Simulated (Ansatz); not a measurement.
# CH7FGeO2Si: basis-set convergence

One table from this session's results is given with a row withheld; the runs are named, their logs left out.

The runs use Ansatz 0.2.0, Gaussian basis; one geometry, several basis sets.

The runs, in order: PBE0-D4/def2-SVP; ωB97M-V/def2-SVP; PBE0-D4/def2-QZVPP; ωB97M-V/def2-QZVPP; the functionals' def2-TZVPP values are taken from earlier runs.

## Structure used throughout

All runs share one geometry, relaxed beforehand with PBE0-D4 in a triple-zeta def2 set.

13 atoms, charge 0, spin multiplicity 1.

Atoms are counted from 1 here; the program's logs count them from 0.

Bond lengths: C1–O2 1.411 Å, C1–H7 1.094 Å, C1–H8 1.095 Å, C1–H9 1.091 Å, O2–Si3 1.627 Å, Si3–F4 1.595 Å, Si3–O5 1.605 Å, Si3–H10 1.473 Å, O5–Ge6 1.786 Å, Ge6–H11 1.535 Å, Ge6–H12 1.534 Å, Ge6–H13 1.533 Å. Angles: O2–C1–H7 111.2°, O2–C1–H8 111.3°, O2–C1–H9 108.1°, H7–C1–H8 108.8°, H7–C1–H9 108.8°, H8–C1–H9 108.5°, C1–O2–Si3 125.4°, O2–Si3–F4 108.4°, O2–Si3–O5 108.0°, O2–Si3–H10 112.7°, F4–Si3–O5 110.7°, F4–Si3–H10 106.2°, O5–Si3–H10 110.8°, Si3–O5–Ge6 133.3°, O5–Ge6–H11 108.7°, O5–Ge6–H12 107.9°, O5–Ge6–H13 104.8°, H11–Ge6–H12 111.6° and more.

Set-up of the first run:

The input, in.yaml:

```yaml
crystal:
  periodic: [false, false, false]
  atoms:
    - {symbol: C, position_ang: [0.420661, -2.211244, 0.581115]}
    - {symbol: O, position_ang: [0.407189, -0.833470, 0.275518]}
    - {symbol: Si, position_ang: [-0.107867, -0.182786, -1.123878]}
    - {symbol: F, position_ang: [-1.574794, -0.732856, -1.424255]}
    - {symbol: O, position_ang: [-0.123252, 1.413036, -0.953189]}
    - {symbol: Ge, position_ang: [-0.233023, 2.491336, 0.466486]}
    - {symbol: H, position_ang: [-0.587255, -2.634754, 0.543313]}
    - {symbol: H, position_ang: [1.063405, -2.766526, -0.110383]}
    - {symbol: H, position_ang: [0.814766, -2.331380, 1.591139]}
    - {symbol: H, position_ang: [0.723302, -0.578452, -2.274137]}
    - {symbol: H, position_ang: [-1.344223, 1.975459, 1.391290]}
    - {symbol: H, position_ang: [1.132095, 2.488200, 1.166427]}
    - {symbol: H, position_ang: [-0.570606, 3.868633, -0.114645]}
basis:
  gaussian: {orbitals: def2-SVP}
hamiltonian: {xc: pbe0, dispersion: d4}
output: {orbitals: {seedname: orbitals}}
```

Steps of the session up to this table: PBE0-D4 in def2-SVP; ωB97M-V in def2-SVP; PBE0-D4 in def2-QZVPP; ωB97M-V in def2-QZVPP.

One of the session's tables, all rows but one given; the rest of the session is left out.

It belongs to the step «Density functionals: the series». 

```
functional       basis  HOMO (eV)  LUMO (eV)
   PBE0-D4    def2-SVP      -8.51       0.39
   PBE0-D4  def2-TZVPP          ?          ?
   PBE0-D4  def2-QZVPP      -8.66      -0.12
   ωB97M-V    def2-SVP     -10.91       2.29
   ωB97M-V  def2-TZVPP     -11.05       1.94
   ωB97M-V  def2-QZVPP     -11.08       1.41
```

Q: Estimate the row for PBE0-D4, def2-TZVPP from the others.

As computed: HOMO (eV): -8.63; LUMO (eV): 0.13. In the column «HOMO (eV)» it lies between PBE0-D4, def2-QZVPP (-8.66) and PBE0-D4, def2-SVP (-8.51).
